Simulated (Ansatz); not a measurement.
# ClF2Y: the cost of one run

Method: unrestricted cation, the program's frozen cores in correlated methods; program: Ansatz 0.2.0, Gaussian basis.

Plan: UKS PBE-D4/def2-TZVPP; UKS r2SCAN-D4/def2-TZVPP; UKS PBE0-D4/def2-TZVPP; UKS B3LYP-D4/def2-TZVPP; UKS wB97X-V/def2-TZVPP; UKS wB97M-V/def2-TZVPP; UKS B2PLYP/def2-TZVPP; UHF-CCSD(T)/def2-TZVPP; UHF-MP2/def2-QZVPP; extrapolation to the limit; then −ε(HOMO) from the neutral's earlier runs with LDA (SPW92), PBE-D4, revPBE-D4, BLYP-D4, r2SCAN-D4, B97M-V, PBE0-D4, B3LYP-D4, r2SCANh-D4, r2SCAN0-D4, HSE06-D4, BHLYP-D4, CAM-B3LYP-D4, LC-ωPBE, ωB97X-V, ωB97M-V.

**1. Structure used throughout**

All runs share one geometry, relaxed beforehand with PBE0-D4 in a triple-zeta def2 set. Y takes the def2 core potential; no spin-orbit term is included.

4 atoms, charge 0, spin multiplicity 1.

Atoms are counted from 1 here; the program's logs count them from 0.

Bond lengths: F1–Y2 1.982 Å, Y2–F3 1.982 Å, Y2–Cl4 2.466 Å. Angles: F1–Y2–F3 117.5°, F1–Y2–Cl4 121.2°, F3–Y2–Cl4 121.2°.

**2. Cation, UKS PBE-D4/def2-TZVPP**

in.yaml

```yaml
crystal:
  periodic: [false, false, false]
  atoms:
    - {symbol: F, position_ang: [-1.318062, -0.875811, 1.273588]}
    - {symbol: Y, position_ang: [0.040591, -0.080185, 0.069670]}
    - {symbol: F, position_ang: [1.938114, -0.555227, 0.389230]}
    - {symbol: Cl, position_ang: [-0.605143, 1.451023, -1.752788]}
basis:
  gaussian: {orbitals: def2-TZVPP}
total_charge: 1
magnetization: {spin_polarized: true, initial_magnetization: 1}
hamiltonian: {xc: pbe, dispersion: d4}
```

Run with:

```
> ansatz run in.yaml --threads 4 --pin off --events-out ev --progress --plain --max-ram 10444MiB
```

Q: Estimate wall time and peak memory on 4 threads of Arm Neoverse V1, shared host.

About 13 s, with a peak of 0.37 GiB.
